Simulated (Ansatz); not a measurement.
# Cr (Chromium): the cost of one run

Computed with Ansatz 0.2.0 (DFT PBE, scalar-relativistic, plane waves, PAW, unless a step's input says otherwise).

### Step 1. The system as given

Symmetry: Im-3m, No. 229, cubic system. The conventional cell has a = 2.848 Å, b = 2.848 Å, c = 2.848 Å, α = 90.00°, β = 90.00°, γ = 90.00°. Around Cr (site symmetry m-3m) lie 8 Cr at 2.47 Å.

As a file:

```
CELL_PARAMETERS angstrom
-1.42411 1.42411 1.42411
1.42411 -1.42411 1.42411
1.42411 1.42411 -1.42411
ATOMIC_POSITIONS crystal
Cr 0.00000 0.00000 0.00000
```

An earlier run at PBE left this cell at 11.553 Å³/atom and 0.04 GPa (22×22×22 mesh).

### Step 2. Ferromagnetic, larger cell

Contents of input.yaml:

```yaml
crystal:
  lattice:
    - [2.8482214432, 0.0, 0.0]
    - [0.0, 2.8482214432, 0.0]
    - [0.0, 0.0, 2.8482214432]
  atoms:
    - { symbol: Cr, position: [0.0, 0.0, 0.0], spin: 2.0 }
    - { symbol: Cr, position: [0.5, 0.5, 0.5], spin: 2.0 }
basis:
  ecutwfc: 420
  ecutrho_ratio: 4
kpoints:
  mp_grid: { grid: [12, 12, 12] }
hamiltonian:
  xc: pbe
scf:
  occupations: { method: gaussian, width: 0.05 }
  lower_state_search: "off"
output:
  forces: true
  stress: true
  eigenvalues: true
  populations: true
magnetization:
  spin_polarized: true
```

Command:

```
> ansatz run input.yaml --threads 1 --pin off --max-ram 2560MiB --backend cpu --events-out ev --progress --plain --runs-dir out
```

What time and memory should one allow on 1 thread of Intel Xeon at 2.70GHz, shared host?

About 10 s, with a peak of 0.36 GiB.
